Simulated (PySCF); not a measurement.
# CrH6S6 (-3): ligand-field states, part 3 of 3

PySCF 2.14.0. Atoms count from 0. Earlier steps stand in the parts before.

### 8 Ligand-field states: state-averaged CASSCF (bond length × 1.09) in water

What the job is given:

```
{"job": {"kind": "lf", "basis": {"metal": "x2c-TZVPall", "ligand": "x2c-SVPall"}, "nevpt": true, "solvent": "water", "reuse": true}, "charge": -3, "metal": "Cr", "open_shell": "d3"}
Cr     0.000000     0.000000     0.000000
S      0.000000     0.000000     2.567000
H      1.320000     0.000000     2.817000
S      0.000000     0.000000    -2.567000
H     -1.320000     0.000000    -2.817000
S      2.567000     0.000000     0.000000
H      2.817000     1.320000     0.000000
S     -2.567000     0.000000     0.000000
H     -2.817000    -1.320000     0.000000
S      0.000000     2.567000     0.000000
H      0.000000     2.817000     1.320000
S     -0.000000    -2.567000     0.000000
H     -0.000000    -2.817000    -1.320000
```

With the program's defaults for keys left out, this is: state-averaged CASSCF of the metal d shell, SC-NEVPT2 on the averaged canonical orbitals, state-interaction spin-orbit coupling.

The program printed:

```text
basis functions 186, electrons 129, active (3e, 5o)
start from the orbitals of the previous structure
stage 1: DIIS on the effective Fock matrix, level shift 0.30
cycle   1  E = -3443.5910759910  dE = -3.444e+03  max|g| = 1.628e+00
cycle   2  E = -3444.2717491475  dE = -6.807e-01  max|g| = 1.937e-01
cycle   3  E = -3443.9827003526  dE =  2.890e-01  max|g| = 6.763e-01
cycle   4  E = -3442.6529411615  dE =  1.330e+00  max|g| = 1.320e+00
cycle   5  E = -3441.6363750352  dE =  1.017e+00  max|g| = 1.873e+00
cycle   6  E = -3440.4593199943  dE =  1.177e+00  max|g| = 2.556e+00
cycle   7  E = -3439.3410226492  dE =  1.118e+00  max|g| = 3.099e+00
cycle   8  E = -3438.4328534347  dE =  9.082e-01  max|g| = 3.224e+00
cycle   9  E = -3437.8259066640  dE =  6.069e-01  max|g| = 2.779e+00
cycle  10  E = -3437.4341027727  dE =  3.918e-01  max|g| = 2.625e+00
cycle  11  E = -3437.3052096856  dE =  1.289e-01  max|g| = 2.613e+00
cycle  12  E = -3437.8684068101  dE = -5.632e-01  max|g| = 2.597e+00
cycle  13  E = -3440.3310152655  dE = -2.463e+00  max|g| = 2.336e+00
cycle  14  E = -3441.5054743907  dE = -1.174e+00  max|g| = 1.982e+00
cycle  15  E = -3443.8178283111  dE = -2.312e+00  max|g| = 3.772e-01
stage 2: quasi-Newton rotations from the point of smallest gradient
cycle  17  E = -3444.3230669606  dE = -5.132e-02  max|g| = 4.124e-02
cycle  18  E = -3444.3247111973  dE = -1.644e-03  max|g| = 4.478e-02
cycle  19  E = -3444.3261408130  dE = -1.430e-03  max|g| = 2.631e-03
cycle  20  E = -3444.3261631010  dE = -2.229e-05  max|g| = 7.326e-04
cycle  21  E = -3444.3261658983  dE = -2.797e-06  max|g| = 1.403e-04
cycle  22  E = -3444.3261659831  dE = -8.476e-08  max|g| = 4.742e-05
cycle  23  E = -3444.3261659965  dE = -1.338e-08  max|g| = 1.084e-05
cycle  24  E = -3444.3261659971  dE = -6.621e-10  max|g| = 3.996e-06
converged average energy = -3444.3261659971

 mult deg   label        CASSCF/cm-1   NEVPT2/cm-1
   4   1   4Ag                 0.0           0.0
   4   2   4Eg             10708.0       14609.1
   4   1   4Ag             10774.5       14668.9
   2   2   2Eg             18672.4       16979.3
   2   2   2Eg             19576.9       17952.9
   2   1   2Ag             19668.4       18052.4
   4   1   4Ag             17407.3       22015.6
   4   2   4Eg             17634.6       22323.3
   2   1   2Ag             25231.2       24613.7
   2   2   2Eg             25386.2       24904.7
   2   1   2Ag             26326.8       28664.0
   2   2   2Eg             28429.2       29993.9
   2   1   2Ag             28532.3       30176.9
   2   1   2Ag             29791.1       31750.1
   2   2   2Eg             29876.4       31850.4
   4   2   4Eg             29667.8       32690.1
   4   1   4Ag             30123.6       33223.6
   2   2   2Eg             32270.5       33435.7
   2   1   2Ag             34140.8       36152.1
   2   2   2Eg             34226.5       36239.8
   2   2   2Eg             39254.8       42612.4
   2   1   2Ag             39245.1       42664.9
   2   1   2Ag             45758.5       44006.9
   2   2   2Eg             39751.6       45235.1
   2   1   2Ag             46708.0       45255.8
   2   1   2Ag             39897.9       45384.0
   2   2   2Eg             46837.3       45652.2
   2   2   2Eg             50921.8       52008.8
   2   1   2Ag             50947.3       52040.7
   2   2   2Eg             47700.5       52561.1
   2   2   2Eg             69220.6       65483.6
   2   2   2Eg             69735.5       66111.5
   2   1   2Ag             69940.7       66317.1

spin-orbit levels / cm-1
      0.00  x2  4Ag 1.00
      0.22  x2  4Ag 1.00
  14524.90  x2  4Eg 0.83 4Ag 0.17
  14564.73  x2  4Eg 0.97
  14590.97  x2  4Eg 0.74 4Ag 0.25
  14647.94  x2  4Eg 0.89 4Ag 0.10
  14667.46  x2  4Ag 0.74 4Eg 0.25
  14702.32  x2  4Ag 0.70 4Eg 0.29
  17005.31  x2  2Eg 0.98
  17013.88  x2  2Eg 0.97
  17907.07  x2  2Eg 0.98
  17962.18  x2  2Eg 0.68 2Ag 0.30
  18095.66  x2  2Ag 0.68 2Eg 0.31
  21950.08  x2  4Ag 0.87 4Eg 0.12
  21994.31  x2  4Ag 0.87 4Eg 0.13
  22189.64  x2  4Eg 0.99
  22336.70  x2  4Eg 0.87 4Ag 0.13
  22418.24  x2  4Eg 0.94 4Ag 0.05
  22487.87  x2  4Eg 0.93 4Ag 0.07
  24642.86  x2  2Ag 0.99
  24924.84  x2  2Eg 0.99
  24941.05  x2  2Eg 0.99
  28686.97  x2  2Ag 0.99
  29989.74  x2  2Eg 1.00
  30020.86  x2  2Eg 0.99
  30191.00  x2  2Ag 0.99
  31608.75  x2  2Ag 0.53 2Eg 0.45
  31820.05  x2  2Eg 0.51 2Ag 0.40 4Eg 0.08
  31898.74  x2  2Eg 0.93 4Eg 0.04
  32648.81  x2  4Eg 0.96
```

It took 18 s on 1 thread of Arm Neoverse V2, shared host; peak memory 0.58 GiB.

From this job:

```
             quantity     value
spin-orbit constant ζ  244 cm⁻¹
```

Powder susceptibility:

```
T (K)  χT (cm³ K/mol)  μ(eff)
    2           1.808    3.80
   20           1.811    3.81
  100           1.819    3.81
  300           1.840    3.84
```

### 9 The runs side by side

From the NEVPT2 states (cm⁻¹; the spread is that of the fitted one-electron ligand-field levels):

```
step             setting  ground state    next state  orbital spread  Racah B    ζ  μ(eff), 300 K
   2            as given           4Ag  2Eg at 16216           18420      985  234           3.85
   3  bond length × 0.92           4Ag  2Eg at 14750           28155      866  217           3.86
   4  bond length × 0.95           4Ag  2Eg at 15428           24072      928  224           3.86
   5  bond length × 0.98           4Ag  2Eg at 15944           20492      969  230           3.85
   6  bond length × 1.02           4Ag  2Eg at 16443           16643      986  237           3.85
   7  bond length × 1.05           4Ag  2Eg at 16716           14426      975  240           3.84
   8  bond length × 1.09           4Ag  4Eg at 14609           12195      950  244           3.84
```

### 10 What came out

What follows sums up all 3 parts.

```
                                                         quantity       value
   spin-orbit constant ζ (step 2, state-averaged CASSCF in water)    234 cm⁻¹
ground multiplicity, μ(eff) at 300 K (step 2, 6 donors at 2.35 Å)  4, 3.85 μB
ground multiplicity, μ(eff) at 300 K (step 3, 6 donors at 2.17 Å)  4, 3.86 μB
ground multiplicity, μ(eff) at 300 K (step 4, 6 donors at 2.24 Å)  4, 3.86 μB
ground multiplicity, μ(eff) at 300 K (step 5, 6 donors at 2.31 Å)  4, 3.85 μB
ground multiplicity, μ(eff) at 300 K (step 6, 6 donors at 2.40 Å)  4, 3.85 μB
ground multiplicity, μ(eff) at 300 K (step 7, 6 donors at 2.47 Å)  4, 3.84 μB
ground multiplicity, μ(eff) at 300 K (step 8, 6 donors at 2.57 Å)  4, 3.84 μB
```

In step 2, χT goes from 1.84 at 2 K to 1.85 cm³ K/mol at 300 K: nearly flat, so one level governs the whole range. The spread of the ligand-field levels runs from 12195 cm⁻¹ (bond length × 1.09) to 28155 cm⁻¹ (bond length × 0.92); μ(eff) at 300 K: 3.84 to 3.86 μB. The bonding is strongly covalent, and an active space of the metal's shell alone is small for it, so these values are rough.
